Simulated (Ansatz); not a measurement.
# MoW5: the cost of one run

Method: DFT PBE, scalar-relativistic, plane waves, PAW, in Ansatz 0.2.0.

2 further runs of the same task are left out: 1 that didn't finish, 1 set aside as unsound or not needed. Runs told in other sessions of the task aren't counted.

### 1 The system as given

It takes space group P4/mmm (No. 123, tetragonal). Conventional cell: a = 3.180 Å, b = 3.180 Å, c = 9.542 Å, α = 90.00°, β = 90.00°, γ = 90.00°. Mo (site symmetry 4/mmm) has 8 W at 2.75 Å in its first shell of neighbours. W (site symmetry 4mm) has 4 Mo at 2.75 Å and 4 W at 2.76 Å in its first shell of neighbours. Around W (site symmetry 4mm) lie 8 W at 2.76 Å. W (site symmetry 4/mmm) is surrounded by 8 W at 2.76 Å.

As a file:

```
Mo W
1.0
     3.17984    0.00000    0.00000
     0.00000    3.17984    0.00000
     0.00000    0.00000    9.54179
Mo W
1 5
Direct
  0.50000 0.50000 0.50000
  0.00000 0.00000 0.66593
  0.50000 0.50000 0.83286
  0.00000 0.00000 0.00000
  0.50000 0.50000 0.16714
  0.00000 0.00000 0.33407
```

It is the end of an earlier relaxation with the same method, from a generated guess; it needn't be the stable form of this composition. At a tolerance of 0.05 Å it has space group P4/mmm (No. 123); it has 16.08 Å³/atom, an uncorrected energy of -0.00 eV/atom over the elements.

### 2 Bands, states and charges

input.yaml reads:

```yaml
crystal:
  lattice:
    - [3.1798401, 0.0, 0.0]
    - [0.0, 3.1798401, 0.0]
    - [0.0, 0.0, 9.5417943]
  atoms:
    - { symbol: Mo, position: [0.5, 0.5, 0.5] }
    - { symbol: W, position: [0.0, 0.0, 0.665934] }
    - { symbol: W, position: [0.5, 0.5, 0.832858] }
    - { symbol: W, position: [0.0, 0.0, 0.0] }
    - { symbol: W, position: [0.5, 0.5, 0.167142] }
    - { symbol: W, position: [0.0, 0.0, 0.334066] }
basis:
  ecutwfc: 420
kpoints:
  mp_grid: { grid: [12, 12, 4] }
  band_path:
    path:
      - [[0.0, 0.0, 0.0], [0.0, 0.5, 0.0], [0.5, 0.5, 0.0], [0.0, 0.0, 0.0], [0.0, 0.0, 0.5], [0.0, 0.5, 0.5], [0.5, 0.5, 0.5], [0.0, 0.0, 0.5]]
      - [[0.0, 0.5, 0.0], [0.0, 0.5, 0.5]]
      - [[0.5, 0.5, 0.0], [0.5, 0.5, 0.5]]
    npoints: 14
hamiltonian:
  xc: pbe
scf:
  occupations: { method: gaussian, width: 0.1 }
  n_extra_bands: 15
output:
  forces: true
  stress: true
  eigenvalues: true
  populations: true
  dos: { projected: true, de: 0.02, nscf_kmesh: { grid: [15, 15, 5] } }
  bader: true
  write_density: true
  write_potential: true
  elf: true
  volumetric_format: npy
```

Run with:

```bash
$ ansatz run input.yaml --threads 4 --pin off --max-ram 8192MiB --backend cpu --events-out ev --progress --plain --runs-dir out
```

What time and memory should one allow on 4 threads of Intel Xeon 6975P-C (Granite Rapids), shared host?

About 19 s, with a peak of 0.85 GiB.
